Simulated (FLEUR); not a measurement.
Crystal: RuRh.

```
Rh Ru
1.0
     2.70942    0.00000    0.00000
    -1.35471    2.34642    0.00000
     0.00000    0.00000    4.29837
Rh Ru
1 1
Direct
  0.66667 0.33333 0.00000
  0.00000 0.00000 0.50000
```

The cell comes from a database or a generator and needn't be the stable form of this composition.

* Program: FLEUR MaX-R8.1 (later development tree)
* Task: single point
* Functional: PBEsol
* Potentials or basis: all-electron
* Basis: FLAPW
* Kmax: 4.34 1/bohr
* k mesh: 11 × 11 × 6
* Occupations: fermi-dirac, width 0.05 eV
* Spin: no spin polarisation
* Gmax: 13.4 1/bohr
* Muffin-tin radii: Rh 2.26, Ru 2.26 bohr
* lmax: Rh 9, Ru 9
* lnonsphr: Rh 9, Ru 9
* Local orbitals a species: Rh 5, Ru 5
* Max iterations: 60
* Mixing factor: 0.05
* Mixer: Anderson
* Mixer history: 15

On this cell: largest force under 0.003 eV/Å; band gap on the k mesh none (metal or under the smearing width).

The same run follows on a disturbed copy (atoms moved at random, drawn with an rms of 0.05 Å):

```
Rh Ru
1.0
     2.70942    0.00000    0.00000
    -1.35471    2.34642    0.00000
     0.00000    0.00000    4.29837
Rh Ru
1 1
Direct
  0.64556 0.34911 0.99522
  0.00491 0.99888 0.50033
```

Q: What does the disturbed cell give?

A: The energy (extrapolated to zero smearing) moves by +17.5 meV/atom; largest force 0.685 eV/Å; band gap on the k mesh none (metal or under the smearing width).

Forces in eV/Å, atoms in the order of the input:
```
Rh   0.591 -0.257  0.233
Ru  -0.591  0.257 -0.233
```
